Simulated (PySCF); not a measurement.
# WO2(NMe2)2: geometry, NMR shifts and electronic excitations

What NMR shifts and electronic excitations should WO2(NMe2)2 (`C[N](C)[W](=[O])(=[O])[N](C)C`) show?

The runs use PySCF 2.14.0, with density-fitted response routines of our own; the level of theory stands in each step. All values are computed, except where a source is named. Atoms are numbered from 0 throughout.

## 1. The molecule as given

21 atoms, charge 0, multiplicity 1; geometry from: GFN2-xTB. The atoms were then displaced at random by about 0.03 Å, so the start is not that level's minimum.

Bonds of the start (Å): W0–O1 1.68, W0–O2 1.60, W0–N3 2.03, W0–N12 1.99, N3–C4 1.43, N3–C5 1.55, C4–H6 1.06, C4–H7 1.12, C4–H8 1.17, C5–H9 1.14, C5–H10 1.09, C5–H11 1.06, N12–C13 1.44, N12–C14 1.48, C13–H15 1.10, C13–H16 1.16, C13–H17 1.08, C14–H18 1.10, C14–H19 1.14, C14–H20 1.05.

## 2. Geometry optimisation at PBE0-D3(BJ)/def2-SVP

The job: settings as JSON, then the geometry in Å.

```
{"job": {"xc": "PBE0", "basis": "def2-SVP", "d3": "d3bj", "grid": 1, "maxiter": 40, "shake": 0.03, "kind": "geom"}, "charge": 0, "multiplicity": 1}
W      1.058840    -0.071780     0.727380
O      0.855780    -0.015740     2.394590
O      2.493790     0.010190     0.029090
N      0.117810     1.579730     0.001890
C      0.522690     2.426950    -1.072810
C     -1.052300     2.273450     0.744870
H     -0.228190     2.677540    -1.771490
H      1.406050     1.968640    -1.575970
H      0.887830     3.414380    -0.562200
H     -1.407790     1.612360     1.597390
H     -0.699850     3.197220     1.204570
H     -1.869530     2.498750     0.109460
N     -0.058070    -1.541060    -0.009400
C      0.344460    -2.255320    -1.194300
C     -0.814690    -2.479070     0.848550
H      0.920440    -3.163200    -0.974800
H      1.053430    -1.589780    -1.825770
H     -0.530130    -2.493130    -1.786770
H     -1.041670    -1.969720     1.801260
H     -1.817340    -2.674150     0.349070
H     -0.328320    -3.390260     1.035810
```

Launch:

```bash
$ OMP_NUM_THREADS=1 python probes_run.py task.json out
```

The driver reads the jobs from task.json and runs them one after another.

What it wrote:

```text
step   0  E = -485.99055387  max force = 0.224848
step   1  E = -486.03751197  max force = 0.079311
step   2  E = -486.04683451  max force = 0.028221
step   3  E = -486.04836958  max force = 0.019709
step   4  E = -486.04918646  max force = 0.008242
step   5  E = -486.04951793  max force = 0.003175
step   6  E = -486.04999271  max force = 0.004739
step   7  E = -486.05019365  max force = 0.003383
step   8  E = -486.05040398  max force = 0.001713
step   9  E = -486.05052905  max force = 0.001947
step  10  E = -486.05059105  max force = 0.001543
step  11  E = -486.05061331  max force = 0.000429
step  12  E = -486.05062942  max force = 0.000653
step  13  E = -486.05065415  max force = 0.001224
step  14  E = -486.05067370  max force = 0.000645
step  15  E = -486.05068657  max force = 0.000148
optimisation converged
```

Wall time 8.1 min (1 thread of Arm Neoverse V1, shared host); peak memory 0.95 GiB.

Relaxation path:

```tsv
step	energy from step 0 (eV)	largest force component (eV/Å)
0	0.0000	11.5622
1	-1.2778	4.0783
2	-1.5315	1.4512
3	-1.5732	1.0135
4	-1.5955	0.4238
5	-1.6045	0.1633
6	-1.6174	0.2437
7	-1.6229	0.1740
8	-1.6286	0.0881
9	-1.6320	0.1001
10	-1.6337	0.0793
11	-1.6343	0.0221
12	-1.6347	0.0336
13	-1.6354	0.0629
14	-1.6359	0.0332
15	-1.6363	0.0076
```

Close pairs (by a distance rule), those that changed most:

```tsv
bond	before (Å)	after (Å)	change (Å)
W0–O2	1.598	1.719	+0.121
N3–C5	1.550	1.447	-0.103
W0–N3	2.035	1.949	-0.085
C4–H8	1.170	1.106	-0.064
C13–H16	1.159	1.099	-0.060
C14–H20	1.050	1.106	+0.056
C4–H6	1.056	1.106	+0.050
C5–H11	1.059	1.106	+0.047
```

The next job starts from the end point, and lists it.

```tsv
at the end point	value
rotational constants (GHz, main isotopes)	1.404, 0.910, 0.874
dipole moment (D)	5.13
```

## 3. Nuclear shieldings: PBE0/def2-TZVP+pcSseg-1

The job: settings as JSON, then the geometry in Å.

```
{"job": {"kind": "nmr", "xc": "PBE0", "basis": {"default": "pcSseg-1", "W": "def2-TZVP"}}, "charge": 0, "multiplicity": 1}
W      1.008976    -0.018314     0.805688
O      0.843297    -0.109671     2.514911
O      2.625304     0.045378     0.223202
N      0.098957     1.595627     0.199784
C      0.450143     2.279788    -1.025895
C     -1.014818     2.191272     0.904976
H     -0.371391     2.232300    -1.765243
H      1.347360     1.834624    -1.478737
H      0.665387     3.346522    -0.829521
H     -1.189488     1.679279     1.861647
H     -0.812981     3.256339     1.123476
H     -1.944987     2.140013     0.308429
N      0.167810    -1.598891     0.035439
C      0.559244    -2.157923    -1.240572
C     -0.932116    -2.293223     0.668053
H      0.810764    -3.229644    -1.136164
H      1.444951    -1.642186    -1.637429
H     -0.254490    -2.073543    -1.985174
H     -1.143122    -1.869075     1.659872
H     -1.853882    -2.228583     0.060024
H     -0.691678    -3.364089     0.803653
```

Level: GIAO PBE0/pcSseg-1 W:def2-TZVP NMR shielding, scalar relativity only through core potentials, gas phase.

What it wrote:

```text
coarse grid: 79920 points
cycle   1  E = -485.7197519666  dE = -2.000e+01  |g| = 1.743e+00  |ddm| = 9.208e+00
cycle   2  E = -479.5620865867  dE =  6.158e+00  |g| = 5.575e+00  |ddm| = 3.870e+00
cycle   3  E = -486.2192063967  dE = -6.657e+00  |g| = 6.753e-01  |ddm| = 3.175e+00
cycle   4  E = -486.2851400468  dE = -6.593e-02  |g| = 4.297e-01  |ddm| = 8.827e-01
cycle   5  E = -486.3194277197  dE = -3.429e-02  |g| = 1.242e-01  |ddm| = 3.133e-01
cycle   6  E = -486.3228379589  dE = -3.410e-03  |g| = 2.919e-02  |ddm| = 1.164e-01
cycle   7  E = -486.3230049710  dE = -1.670e-04  |g| = 1.080e-02  |ddm| = 2.372e-02
cycle   8  E = -486.3230190168  dE = -1.405e-05  |g| = 6.939e-03  |ddm| = 7.930e-03
cycle   9  E = -486.3230278277  dE = -8.811e-06  |g| = 1.636e-03  |ddm| = 4.198e-03
final grid: 169288 points
cycle  10  E = -486.3230615773  dE =  2.960e-06  |g| = 4.328e-03  |ddm| = 3.600e-03
cycle  11  E = -486.3230332783  dE =  2.830e-05  |g| = 1.290e-02  |ddm| = 8.891e-03
cycle  12  E = -486.3230651115  dE = -3.183e-05  |g| = 5.933e-04  |ddm| = 6.745e-03
cycle  13  E = -486.3230651886  dE = -7.706e-08  |g| = 1.157e-04  |ddm| = 4.118e-04
cycle  14  E = -486.3230651910  dE = -2.425e-09  |g| = 2.184e-05  |ddm| = 6.789e-05
cycle  15  E = -486.3230651911  dE = -7.367e-11  |g| = 1.129e-05  |ddm| = 2.244e-05
converged SCF energy = -486.3230651911

GIAO shielding tensors (ppm)
atom      isotropic    diamagn.    paramagn.     s11        s22        s33       span
  0 W          nan         nan         nan        nan        nan        nan        nan
  1 O     -536.109     397.749    -933.858  -1034.517   -412.287   -161.522    872.995
  2 O     -534.501     397.725    -932.226  -1031.595   -409.725   -162.185    869.410
  3 N      105.793     329.737    -223.944    -83.080    198.517    201.942    285.021
  4 C      135.904     246.698    -110.794    112.557    116.257    178.897     66.339
  5 C      135.660     246.420    -110.760    111.837    116.123    179.020     67.184
  6 H       28.537      30.951      -2.414     25.296     27.035     33.280      7.984
  7 H       27.393      31.321      -3.927     24.268     26.245     31.667      7.398
  8 H       28.495      28.451       0.044     25.163     26.422     33.899      8.737
  9 H       27.398      31.113      -3.715     24.258     26.257     31.679      7.421
 10 H       28.491      28.331       0.160     25.153     26.420     33.900      8.746
 11 H       28.523      30.813      -2.290     25.266     27.018     33.284      8.017
 12 N      105.652     329.737    -224.085    -83.579    198.527    202.009    285.588
 13 C      135.675     246.609    -110.934    111.798    116.278    178.949     67.151
 14 C      135.927     246.510    -110.584    112.529    116.330    178.922     66.393
 15 H       28.489      28.404       0.085     25.164     26.408     33.895      8.731
 16 H       27.388      31.252      -3.864     24.261     26.254     31.649      7.388
 17 H       28.526      30.903      -2.377     25.285     27.028     33.265      7.980
 18 H       27.400      31.209      -3.809     24.250     26.265     31.686      7.436
 19 H       28.549      30.842      -2.293     25.308     27.024     33.315      8.007
 20 H       28.483      28.363       0.120     25.131     26.421     33.896      8.765
```

It took 75 s on 1 thread of Arm Neoverse V1, shared host; peak memory 1.4 GiB.

The references, computed at this level on geometries of the same kind, shield at (ppm): 1H TMS 31.27, 13C TMS 184.4, 15N NH3 265.7, 17O H2O 334.6. Their shielding less the atom's gives the shift. The references are single molecules in the gas phase, so shifts against H2O, NH3, PH3, H3PO4 or CFCl3 are not on the usual liquid scales and can be off by tens of ppm. Atoms listed in one row are averaged.

```tsv
atoms	environment	σ (ppm)	δ (ppm)
C4, C5, C13, C14	carbon bonded to N, 3 H	135.8	48.6
H6, H7, H8, H9, H10 and 7 more	hydrogen on a carbon bonded to N	28.14	3.13
O1, O2	oxygen bonded to W	-535.3	869.9
N3, N12	nitrogen bonded to 2 C, W	105.7	159.9
```

Atoms past Kr carry core potentials, so their printed shieldings have no meaning and are left out of the table.

Charges from the same density, by scheme (e):

```tsv
atoms	Mulliken	ESP fit
W0	1.22	1.19
O1, O2	-0.42	-0.53
N3, N12	-0.78	-0.17
C4, C5, C13, C14	-0.09	-0.41
```

Mayer bond orders: W0–O1 2.08, W0–O2 2.08, W0–N3 1.04, W0–N12 1.04, N3–C4 0.95, N3–C5 0.95, N12–C13 0.95, N12–C14 0.95.

With diffuse functions Mulliken charges and Mayer bond orders lose their meaning; the other schemes are steadier.

The fields below are evaluated on a grid from the run's orbitals.

Frontier orbitals at PBE0/def2-TZVP+pcSseg-1, with the share of their density that lies nearest to each atom:

```tsv
orbital	energy (eV)	lies on
HOMO	-6.62	N3, N12 about 33 % each
LUMO	-0.93	W0 53 %; O1, O2 about 17 % each
```

ELF in a plane through or near 14 of the atoms.

Values, 10 rows by 14 columns:
```
0.00 0.00 0.00 0.00 0.00 0.00 0.00 0.00 0.00 0.00 0.00 0.00 0.00 0.00
0.00 0.00 0.00 0.00 0.01 0.02 0.00 0.00 0.01 0.03 0.00 0.00 0.00 0.00
0.00 0.00 0.00 0.02 0.81 0.99 0.14 0.00 0.94 0.98 0.08 0.02 0.00 0.00
0.00 0.00 0.95 0.95 0.75 0.97 0.06 0.01 0.79 0.96 0.78 0.99 0.26 0.00
0.00 0.00 0.92 0.98 0.56 0.74 0.39 0.13 0.51 0.82 0.81 0.98 0.18 0.00
0.00 0.00 0.05 0.20 0.53 0.49 0.73 0.22 0.82 0.78 0.18 0.24 0.01 0.00
0.00 0.00 0.99 1.00 0.21 0.53 0.06 0.04 0.17 0.25 0.97 1.00 0.45 0.00
0.00 0.00 0.47 0.64 0.76 1.00 0.43 0.00 0.98 0.99 0.30 0.73 0.03 0.00
0.00 0.00 0.00 0.00 0.21 0.74 0.02 0.00 0.32 0.66 0.02 0.00 0.00 0.00
0.00 0.00 0.00 0.00 0.00 0.00 0.00 0.00 0.00 0.00 0.00 0.00 0.00 0.00
```
The map spans 11.9 Å across and 9.4 Å up, centred on the molecule. Atoms in the plane (x, y in Å): N3 (-1.6, 0.0), C4 (-2.2, -1.2), C5 (-2.3, 1.2), H7 (-1.7, -2.1), H8 (-3.3, -1.3), H9 (-1.8, 2.1), H10 (-3.3, 1.2), N12 (1.6, 0.0), C13 (2.2, -1.2), C14 (2.2, 1.2), H15 (3.3, -1.2), H16 (1.8, -2.1), H18 (1.8, 2.1), H20 (3.3, 1.2).

log10 of the density (e/Å³) in the same plane.

Values, 10 rows by 14 columns:
```
-4.0 -4.0 -4.0 -4.0 -4.0 -4.0 -4.0 -4.0 -4.0 -4.0 -4.0 -4.0 -4.0 -4.0
-4.0 -4.0 -4.0 -3.4 -2.8 -2.7 -3.4 -3.6 -2.9 -2.6 -3.1 -3.8 -4.0 -4.0
-4.0 -4.0 -2.9 -2.1 -1.2 -1.0 -2.1 -2.6 -1.4 -0.9 -1.7 -2.4 -3.4 -4.0
-4.0 -3.0 -1.5 -0.4  0.1  0.0 -1.5 -1.9 -0.7  0.2 -0.2 -0.8 -2.2 -3.8
-4.0 -2.9 -1.3 -0.2  0.1  0.1 -0.7 -1.0 -0.3  0.2 -0.1 -0.8 -2.2 -3.7
-4.0 -3.1 -1.9 -1.0 -0.2  0.6 -0.3 -0.7  0.2  0.4 -0.7 -1.3 -2.5 -3.8
-4.0 -2.9 -1.3  0.3  0.4 -0.1 -1.2 -1.4 -0.7  0.4  0.2 -0.4 -2.0 -3.7
-4.0 -3.4 -2.0 -1.1 -0.4  0.0 -1.5 -2.2 -0.8  0.0 -0.8 -1.5 -2.7 -4.0
-4.0 -4.0 -3.5 -2.8 -2.0 -1.8 -2.6 -3.1 -2.1 -1.8 -2.4 -3.1 -4.0 -4.0
-4.0 -4.0 -4.0 -4.0 -3.9 -3.8 -4.0 -4.0 -4.0 -3.8 -4.0 -4.0 -4.0 -4.0
```
The map spans 11.9 Å across and 9.4 Å up, centred on the molecule. Atoms in the plane (x, y in Å): N3 (-1.6, 0.0), C4 (-2.2, -1.2), C5 (-2.3, 1.2), H7 (-1.7, -2.1), H8 (-3.3, -1.3), H9 (-1.8, 2.1), H10 (-3.3, 1.2), N12 (1.6, 0.0), C13 (2.2, -1.2), C14 (2.2, 1.2), H15 (3.3, -1.2), H16 (1.8, -2.1), H18 (1.8, 2.1), H20 (3.3, 1.2).

On the surface of density 0.002 e/bohr³ the electrostatic potential runs, from the 1st to the 99th percentile, from -1.81 V near O2 to 1.11 V near H7.

## 4. Excited states and response: CAM-B3LYP/def2-SVPD

The job, as its differences from that of step 3:

```diff
@@ -1,2 +1,2 @@
-{"job": {"kind": "nmr", "xc": "PBE0", "basis": {"default": "pcSseg-1", "W": "def2-TZVP"}}, "charge": 0, "multiplicity": 1}
+{"job": {"kind": "uv", "xc": "CAM-B3LYP", "basis": "def2-SVPD", "ip": false, "nstates": 10}, "charge": 0, "multiplicity": 1}
 W      1.008976    -0.018314     0.805688
```

Method: TDDFT CAM-B3LYP/def2-SVPD, vertical, gas phase, core orbitals frozen in the response.

What it wrote:

```text
coarse grid: 79920 points
cycle   1  E = -485.8533075675  dE = -1.198e+01  |g| = 1.441e+00  |ddm| = 9.773e+00
cycle   2  E = -483.9917396803  dE =  1.862e+00  |g| = 3.436e+00  |ddm| = 4.484e+00
cycle   3  E = -486.2515847257  dE = -2.260e+00  |g| = 4.491e-01  |ddm| = 3.166e+00
cycle   4  E = -486.2960460872  dE = -4.446e-02  |g| = 1.250e-01  |ddm| = 6.951e-01
cycle   5  E = -486.2991252723  dE = -3.079e-03  |g| = 4.336e-02  |ddm| = 1.529e-01
cycle   6  E = -486.2995172963  dE = -3.920e-04  |g| = 1.297e-02  |ddm| = 5.366e-02
cycle   7  E = -486.2995557945  dE = -3.850e-05  |g| = 3.693e-03  |ddm| = 1.965e-02
cycle   8  E = -486.2995595025  dE = -3.708e-06  |g| = 1.799e-03  |ddm| = 6.951e-03
final grid: 169288 points
cycle   9  E = -486.2995712648  dE =  2.331e-06  |g| = 4.080e-03  |ddm| = 7.470e-03
cycle  10  E = -486.2995565895  dE =  1.468e-05  |g| = 9.677e-03  |ddm| = 9.876e-03
cycle  11  E = -486.2995744722  dE = -1.788e-05  |g| = 1.580e-04  |ddm| = 6.938e-03
cycle  12  E = -486.2995744785  dE = -6.308e-09  |g| = 5.016e-05  |ddm| = 2.281e-04
cycle  13  E = -486.2995744796  dE = -1.093e-09  |g| = 4.490e-05  |ddm| = 1.259e-04
cycle  14  E = -486.2995744801  dE = -4.816e-10  |g| = 1.903e-05  |ddm| = 6.954e-05
converged SCF energy = -486.2995744801

Static polarisability (au): isotropic 114.911, principal 103.561 108.232 132.941

Singlet excitations
state   eV       nm        f      main configurations
  1   4.4369    279.4   0.00365   H->L 0.98
  2   5.1733    239.7   0.12654   H->L+1 0.56, H-1->L 0.21, H-2->L 0.16
  3   5.1845    239.1   0.03708   H-1->L 0.71, H->L+1 0.16
  4   5.2936    234.2   0.08298   H-2->L 0.76, H->L+1 0.22
  5   5.8046    213.6   0.00024   H->L+4 0.77
  6   5.8558    211.7   0.00800   H-1->L+1 0.47, H->L+3 0.35
  7   5.9663    207.8   0.04624   H->L+2 0.87
  8   6.0350    205.4   0.00114   H-2->L+1 0.61, H-3->L 0.29
  9   6.1237    202.5   0.06768   H-1->L+1 0.42, H->L+3 0.38, H->L+6 0.10
 10   6.4711    191.6   0.01397   H-3->L 0.42, H-1->L+4 0.22, H-2->L+1 0.21

Triplet excitations (Tamm-Dancoff, eV): 4.0172 4.2325 4.9037 4.9592
```

Wall time 2.9 min (1 thread of Arm Neoverse V1, shared host); peak memory 1.8 GiB.

Frontier orbitals and where they lie:

```tsv
orbital	eV	atoms
HOMO−3	-10.20	O1 29 %, O2 28 %, W0 10 %
HOMO−2	-9.79	O1 45 %, O2 45 %, W0 8 %
HOMO−1	-9.07	N12 20 %, N3 20 %, O2 10 %
HOMO	-7.99	N3 30 %, N12 30 %, C5 4 %
LUMO	0.02	W0 55 %, O2 17 %, O1 17 %
LUMO+1	0.20	W0 48 %, N12 11 %, N3 11 %
LUMO+2	0.88	W0 25 %, C14 8 %, C5 8 %
```

With each of the 10 states as a Gaussian band of 0.4 eV half-width at 1/e, the curve within the window shown has maxima at 237 nm (ε 9,900), 205 nm (ε 5,100) L/(mol cm). Beyond the last state computed it falls off for lack of states. The curve at chosen wavelengths:

```json
{"nm": "183", "ε (L/mol/cm)": "558"}
{"nm": "189", "ε (L/mol/cm)": "1628"}
{"nm": "194", "ε (L/mol/cm)": "3014"}
{"nm": "200", "ε (L/mol/cm)": "4583"}
{"nm": "205", "ε (L/mol/cm)": "5089"}
{"nm": "211", "ε (L/mol/cm)": "4786"}
{"nm": "217", "ε (L/mol/cm)": "4762"}
{"nm": "222", "ε (L/mol/cm)": "5767"}
{"nm": "228", "ε (L/mol/cm)": "7893"}
{"nm": "233", "ε (L/mol/cm)": "9420"}
{"nm": "239", "ε (L/mol/cm)": "9821"}
{"nm": "245", "ε (L/mol/cm)": "8487"}
{"nm": "250", "ε (L/mol/cm)": "6604"}
{"nm": "256", "ε (L/mol/cm)": "4278"}
{"nm": "261", "ε (L/mol/cm)": "2720"}
{"nm": "267", "ε (L/mol/cm)": "1464"}
{"nm": "273", "ε (L/mol/cm)": "763"}
{"nm": "278", "ε (L/mol/cm)": "455"}
{"nm": "284", "ε (L/mol/cm)": "266"}
{"nm": "289", "ε (L/mol/cm)": "183"}
{"nm": "295", "ε (L/mol/cm)": "124"}
{"nm": "301", "ε (L/mol/cm)": "85"}
{"nm": "306", "ε (L/mol/cm)": "61"}
{"nm": "312", "ε (L/mol/cm)": "39"}
{"nm": "317", "ε (L/mol/cm)": "26"}
{"nm": "323", "ε (L/mol/cm)": "16"}
```

Leading natural transition orbitals of singlet state 2: the hole lies on N3, N12 about 32 % each; the particle on W0 47 %; N3, N12 about 10 % each; O1 8 %.

Leading natural transition orbitals of singlet state 1: the hole lies on N3, N12 about 35 % each; the particle on W0 54 %; O1, O2 about 16 % each.

Ground-state properties from the same run:

```tsv
property	computed
dipole moment (D)	5.12
polarisability (Å³)	17.03
HOMO–LUMO gap (eV)	8.01
−ε(HOMO) (eV)	7.99
```

## 5. NMR shieldings: KT2/def2-TZVP+pcSseg-1

The job, as its differences from that of step 4:

```diff
@@ -1,2 +1,2 @@
-{"job": {"kind": "uv", "xc": "CAM-B3LYP", "basis": "def2-SVPD", "ip": false, "nstates": 10}, "charge": 0, "multiplicity": 1}
+{"job": {"kind": "nmr", "xc": "KT2", "basis": {"default": "pcSseg-1", "W": "def2-TZVP"}, "pop": false}, "charge": 0, "multiplicity": 1}
 W      1.008976    -0.018314     0.805688
```

Level: GIAO KT2/pcSseg-1 W:def2-TZVP NMR shielding, scalar relativity only through core potentials, gas phase.

What it wrote:

```text
coarse grid: 79920 points
cycle   1  E = -493.0662163756  dE = -1.954e+01  |g| = 1.983e+00  |ddm| = 9.187e+00
cycle   2  E = -480.6359044828  dE =  1.243e+01  |g| = 6.300e+00  |ddm| = 8.714e+00
cycle   3  E = -493.3306940658  dE = -1.269e+01  |g| = 1.433e+00  |ddm| = 8.482e+00
cycle   4  E = -493.6245009586  dE = -2.938e-01  |g| = 1.003e+00  |ddm| = 1.971e+00
cycle   5  E = -493.8302399173  dE = -2.057e-01  |g| = 2.671e-01  |ddm| = 8.224e-01
cycle   6  E = -493.8452276796  dE = -1.499e-02  |g| = 8.744e-02  |ddm| = 3.210e-01
cycle   7  E = -493.8467727565  dE = -1.545e-03  |g| = 5.972e-02  |ddm| = 1.227e-01
cycle   8  E = -493.8473776943  dE = -6.049e-04  |g| = 2.585e-02  |ddm| = 4.355e-02
cycle   9  E = -493.8475231881  dE = -1.455e-04  |g| = 4.322e-03  |ddm| = 1.940e-02
cycle  10  E = -493.8475268424  dE = -3.654e-06  |g| = 1.307e-03  |ddm| = 3.180e-03
final grid: 169288 points
cycle  11  E = -493.8475067063  dE =  2.040e-06  |g| = 3.566e-03  |ddm| = 3.586e-03
cycle  12  E = -493.8474709346  dE =  3.577e-05  |g| = 1.399e-02  |ddm| = 9.250e-03
cycle  13  E = -493.8475088885  dE = -3.795e-05  |g| = 1.311e-03  |ddm| = 7.532e-03
cycle  14  E = -493.8475092495  dE = -3.610e-07  |g| = 3.442e-04  |ddm| = 1.015e-03
cycle  15  E = -493.8475092765  dE = -2.696e-08  |g| = 6.341e-05  |ddm| = 2.858e-04
cycle  16  E = -493.8475092769  dE = -4.277e-10  |g| = 4.691e-05  |ddm| = 6.208e-05
cycle  17  E = -493.8475092774  dE = -4.338e-10  |g| = 8.026e-06  |ddm| = 2.945e-05
converged SCF energy = -493.8475092774

GIAO shielding tensors (ppm)
atom      isotropic    diamagn.    paramagn.     s11        s22        s33       span
  0 W          nan         nan         nan        nan        nan        nan        nan
  1 O     -482.491     399.373    -881.863   -924.615   -359.010   -163.847    760.768
  2 O     -480.846     399.347    -880.193   -921.480   -356.409   -164.647    756.833
  3 N      102.635     328.911    -226.276    -68.116    186.417    189.604    257.720
  4 C      132.373     248.434    -116.062    106.844    112.082    178.192     71.348
  5 C      132.117     248.189    -116.072    106.078    111.969    178.305     72.227
  6 H       28.304      31.340      -3.036     25.125     26.963     32.822      7.697
  7 H       27.217      31.804      -4.587     24.284     26.241     31.128      6.844
  8 H       28.297      28.218       0.079     25.183     26.304     33.404      8.221
  9 H       27.224      31.583      -4.359     24.278     26.248     31.145      6.867
 10 H       28.291      28.105       0.185     25.164     26.306     33.402      8.238
 11 H       28.288      31.208      -2.920     25.098     26.939     32.828      7.730
 12 N      102.519     328.913    -226.394    -68.535    186.515    189.577    258.111
 13 C      132.135     248.355    -116.220    106.058    112.108    178.241     72.183
 14 C      132.391     248.273    -115.883    106.818    112.143    178.211     71.393
 15 H       28.289      28.175       0.114     25.180     26.289     33.399      8.219
 16 H       27.213      31.733      -4.520     24.281     26.247     31.112      6.831
 17 H       28.291      31.293      -3.002     25.113     26.955     32.807      7.694
 18 H       27.225      31.687      -4.462     24.267     26.259     31.149      6.883
 19 H       28.316      31.232      -2.915     25.141     26.948     32.860      7.719
 20 H       28.283      28.136       0.148     25.144     26.308     33.398      8.254
```

Wall time 86 s (1 thread of Arm Neoverse V1, shared host); peak memory 1.3 GiB.

This run: δ C4 51.0, O1 812.3, N3 161.7, H6 3.24 ppm (means over like atoms).

## 6. Comparing the runs: NMR shifts

Shifts (ppm), means over like atoms, with basis size and wall time:

```tsv
run	C4	H6	O1	N3	functions	time
PBE0/def2-TZVP+pcSseg-1	48.6	3.13	869.9	159.9	236	75 s
KT2/def2-TZVP+pcSseg-1	51.0	3.24	812.3	161.7	236	86 s
```

## 7. Summary of results

| quantity | value |
| --- | --- |
| rotational constants (main isotopes) | 1.40, 0.91, 0.87 GHz |
| 13C shifts against TMS (PBE0/def2-TZVP+pcSseg-1, means over atoms taken as alike) | 48.6 ppm |
| 1H shifts against TMS (PBE0/def2-TZVP+pcSseg-1, means over atoms taken as alike) | 3.13 ppm |
| 17O shifts against H2O (PBE0/def2-TZVP+pcSseg-1, means over atoms taken as alike) | 869.9 ppm |
| 15N shifts against NH3 (PBE0/def2-TZVP+pcSseg-1, means over atoms taken as alike) | 159.9 ppm |
| surface potential, 1st and 99th percentile | -1.81 V and 1.11 V |
| lowest singlet (CAM-B3LYP/def2-SVPD) | 4.44 eV (279 nm), f = 0.004 |
| brightest single state of those computed | state 2, 5.17 eV, f = 0.127 |
| lowest triplet | 4.02 eV |
| range of the shift of O1 | 812.3 to 869.9 ppm |

What this shows: The start was shaken at random, so part of the energy gained undoes that. Over 15 steps the energy fell by 1.636 eV; of the close pairs, W0–O2 changed most, 1.598 to 1.719 Å. At PBE0/def2-TZVP+pcSseg-1: The largest span, 871 ppm, is at O1, O2, where the paramagnetic term is -933 ppm. By nearest atom (PBE0/def2-TZVP+pcSseg-1), the HOMO sits on N3, N12 about 33 % each and the LUMO on W0 53 %; O1, O2 about 17 % each. The first singlet state (HOMO→LUMO 0.98) lies at 4.44 eV and is weak; of the 10 states computed, the strongest absorption comes from states 2 to 3 together at 5.17 eV. The lowest triplet lies 0.42 eV below the lowest singlet (triplets in Tamm-Dancoff, singlets in full TDDFT). Spin-orbit coupling, left out, mixes singlets and triplets in elements this heavy. Across the 2 runs the shift of O1 (with its like atoms) moves most, between 812.3 (KT2/def2-TZVP+pcSseg-1) and 869.9 ppm (PBE0/def2-TZVP+pcSseg-1). Spin-orbit coupling is left out, which matters for shieldings and couplings at and beside the heavy atoms.
